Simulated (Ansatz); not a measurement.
**RbMg3 under changes of volume**

One of the cells (34.664 Å³/atom); the others are scaled copies at fixed shape and fractional positions:

```
CELL_PARAMETERS angstrom
3.33248 0.00000 0.00000
0.00000 5.21982 0.00000
0.00000 0.00000 7.97105
ATOMIC_POSITIONS crystal
Rb 0.00000 0.00000 0.13338
Mg 0.00000 0.50000 0.77369
Mg 0.50000 0.50000 0.43987
Mg 0.50000 0.00000 0.65306
```

The cell comes from a database or a generator and needn't be the stable form of this composition.

- Program: Ansatz 0.2.0
- Functional: PBE
- Potentials or basis: Ansatz PAW
- Cutoff: 420 eV (not typed: the program's choice for these potentials)
- k mesh: 8 × 5 × 4
- Occupations: fermi-dirac, width 0.05 eV
- Spin: no spin polarisation

| volume (Å³/atom) | energy over the lowest point (meV/atom) | pressure (GPa) | largest force (eV/Å) |
| --- | --- | --- | --- |
| 32.584 | 6.80 | 1.1 | 0.015 |
| 33.277 | 2.83 | 0.7 | 0.040 |
| 33.971 | 0.62 | 0.3 | 0.077 |
| 34.664 | 0.00 | 0.0 | 0.111 |
| 35.357 | ? | ? | ? |
| 36.051 | 2.91 | -0.6 | 0.169 |
| 36.744 | 6.18 | -0.9 | 0.194 |

Task: What does the run at 35.357 Å³/atom give?

Result: Energy over the lowest point 0.81 meV/atom; pressure -0.3 GPa; largest force 0.141 eV/Å.

Worked out: A Birch-Murnaghan fit of order 3 (a polynomial in V^(-2/3)) to the other rows has its minimum at 34.61 Å³/atom with B0 = V·E''(V) = 16.6 GPa and B' = 4.1 at fixed shape and positions, which overstates the stiffness. It gives 0.81 meV/atom at 35.357 Å³/atom, against the run's 0.81, and -dE/dV = -0.3 GPa, against -0.3.

Energies are extrapolated to zero smearing.
